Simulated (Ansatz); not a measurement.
# GeSiH6O (SMILES [OH][GeH2][SiH3]): B3LYP/6-31G(d) (Cartesian functions)

Aim: the energy change on altering one bond length of GeSiH6O at B3LYP/6-31G* (Cartesian functions), from 2 runs. 

The calculation is run with Ansatz 0.2.0.

63 further runs of the same task are left out: 63 set aside as unsound or not needed. Runs told in other sessions of the task aren't counted.

## Step 1: The molecule

The species is GeSiH6O (9 atoms), meant as a singlet with charge 0. As SMILES, `[OH][GeH2][SiH3]`. Geometry: relaxed at PBE0-D4/def2-TZVP. This is one conformer, not always the lowest.

Bond lengths: O1–Ge2 1.791 Å, Ge2–Si3 2.389 Å, O1–H4 0.960 Å, Ge2–H5 1.546 Å, Ge2–H6 1.536 Å, Si3–H7 1.488 Å, Si3–H8 1.488 Å, Si3–H9 1.486 Å. Some angles: O1–Ge2–Si3 109.9°, O1–Ge2–H5 109.2°, O1–Ge2–H6 103.6°, Si3–Ge2–H5 111.3°, Si3–Ge2–H6 113.0°, Ge2–O1–H4 112.4°, Ge2–Si3–H7 110.2°, Ge2–Si3–H8 109.3°, Ge2–Si3–H9 110.4°, H5–Ge2–H6 109.6°.

## Step 2: A single-point energy at B3LYP/6-31G(d) (Cartesian functions)

run.yaml reads:

```yaml
crystal:
  periodic: [false, false, false]
  atoms:
    - {symbol: O, position_ang: [-1.665400, 1.003200, -0.854800]}
    - {symbol: Ge, position_ang: [0.086300, 0.899600, -0.495500]}
    - {symbol: Si, position_ang: [0.525800, -1.010700, 0.870400]}
    - {symbol: H, position_ang: [-1.973400, 0.267900, -1.389000]}
    - {symbol: H, position_ang: [0.873700, 0.832100, -1.824400]}
    - {symbol: H, position_ang: [0.388100, 2.226700, 0.215900]}
    - {symbol: H, position_ang: [1.986000, -1.132800, 1.128400]}
    - {symbol: H, position_ang: [0.060100, -2.236200, 0.166300]}
    - {symbol: H, position_ang: [-0.192800, -0.896100, 2.165800]}
basis:
  gaussian: {orbitals: "6-31G*"}
hamiltonian: {xc: {name: B3LYP}}
accuracy: high
output: {orbitals: {seedname: orbitals}}
```

Launch:

```bash
ansatz run run.yaml --threads 1 --pin off --max-ram 3480MiB --events-out events.jsonl --progress --plain --runs-dir runs
```

The log of the run:

```text
Warning: RAYON_NUM_THREADS=1 ignored (pool sized by the plan → 1); use --threads N
Functional definition: B3LYP
  name "B3LYP"
  parameter a0 = 0.2
  parameter ax = 0.72
  parameter ac = 0.81
  exchange = (1 - a0 - ax)*slater_x + ax*b88_x + a0*exact_x
  correlation = (1 - ac)*vwn_rpa_c + ac*lyp_c
1699 factors; integrals over basis functions are off by at most 4.2e-9 eV
mean field evaluation 1: about -66529.6562 eV, gradient 5.2e1 eV
mean field evaluation 2: about -66512.4056 eV, gradient 1.1e2 eV
mean field evaluation 4: about -66534.2883 eV, gradient 3.3e0 eV
mean field evaluation 8: about -66534.4365 eV, gradient 1.9e-1 eV
mean field evaluation 16: about -66534.4366 eV, gradient 8.6e-6 eV
mean field -66534.43661924 eV, -2445.0954470962 hartree, gradient 6.1e-8 eV, S^2 0.000000; 0 other end points of the search recorded, 0 dependent functions left out
reference -66534.43666441 eV, -2445.0954487561 hartree; 30, 30 occupied and 51, 51 virtual orbitals, 1699 factors
Total energy: -66534.43666441 eV, -2445.0954487561 hartree
```

It took 8.7 s on 1 thread of Arm Neoverse V1, shared host; peak memory 0.28 GiB.

## Step 3: The distorted shape, same level

run.yaml reads:

```yaml
crystal:
  periodic: [false, false, false]
  atoms:
    - {symbol: O, position_ang: [-1.295799, 1.885562, -0.213759]}
    - {symbol: Ge, position_ang: [0.455901, 1.781962, 0.145541]}
    - {symbol: Si, position_ang: [0.895401, -0.128338, 1.511441]}
    - {symbol: H, position_ang: [-1.973400, 0.267900, -1.389000]}
    - {symbol: H, position_ang: [1.243301, 1.714462, -1.183359]}
    - {symbol: H, position_ang: [0.757701, 3.109062, 0.856941]}
    - {symbol: H, position_ang: [2.355601, -0.250438, 1.769441]}
    - {symbol: H, position_ang: [0.429701, -1.353838, 0.807341]}
    - {symbol: H, position_ang: [0.176801, -0.013738, 2.806841]}
basis:
  gaussian:
    orbitals: "6-31G*"
accuracy: high
hamiltonian:
  xc: {name: B3LYP}
output: {orbitals: {seedname: orbitals}}
```

Launch:

```bash
ansatz run run.yaml --threads 1 --pin off --max-ram 3480MiB --events-out events.jsonl --progress --plain --runs-dir runs
```

The log of the run:

```text
Warning: RAYON_NUM_THREADS=1 ignored (pool sized by the plan → 1); use --threads N
Functional definition: B3LYP
  name "B3LYP"
  parameter a0 = 0.2
  parameter ax = 0.72
  parameter ac = 0.81
  exchange = (1 - a0 - ax)*slater_x + ax*b88_x + a0*exact_x
  correlation = (1 - ac)*vwn_rpa_c + ac*lyp_c
1705 factors; integrals over basis functions are off by at most 4.3e-9 eV
mean field evaluation 1: about -66517.8393 eV, gradient 6.6e1 eV
mean field evaluation 2: about -66392.8169 eV, gradient 1.7e2 eV
mean field evaluation 4: about -66523.6899 eV, gradient 2.7e1 eV
mean field evaluation 8: about -66529.2312 eV, gradient 1.0e0 eV
mean field evaluation 16: about -66529.3509 eV, gradient 3.7e-3 eV
mean field -66529.35086619 eV, -2444.9085491186 hartree, gradient 2.6e-8 eV, S^2 0.000000; 0 other end points of the search recorded, 0 dependent functions left out
reference -66529.35091356 eV, -2444.9085508598 hartree; 30, 30 occupied and 51, 51 virtual orbitals, 1705 factors
Total energy: -66529.35091356 eV, -2444.9085508598 hartree
```

Run time: 9.9 s. Hardware: 1 thread of Arm Neoverse V1, shared host; peak memory 0.28 GiB.

## Step 4: Results

Level: B3LYP/6-31G* (Cartesian functions).

```
                                                         quantity           value
                                        first shape: total energy  -2445.09545 Eh
                                         first shape: HOMO energy        -7.33 eV
                                         first shape: LUMO energy        -0.36 eV
                                       first shape: HOMO–LUMO gap         6.96 eV
                                    distorted shape: total energy  -2444.90855 Eh
                                     distorted shape: HOMO energy        -7.24 eV
                                     distorted shape: LUMO energy        -4.96 eV
                                   distorted shape: HOMO–LUMO gap         2.28 eV
energy change with the O1–H4 bond stretched from 0.960 to 2.111 Å        5.086 eV
```

One bond (distorted shape) is far stretched, which a spin-restricted single reference describes badly; a broken-symmetry solution may lie lower. With the O1–H4 bond stretched from 0.960 to 2.111 Å the energy rises by 5.09 eV (491 kJ/mol). The first shape isn't relaxed at this level, so the change isn't measured from a minimum. A restricted reference can't describe the breaking bond well at this length.
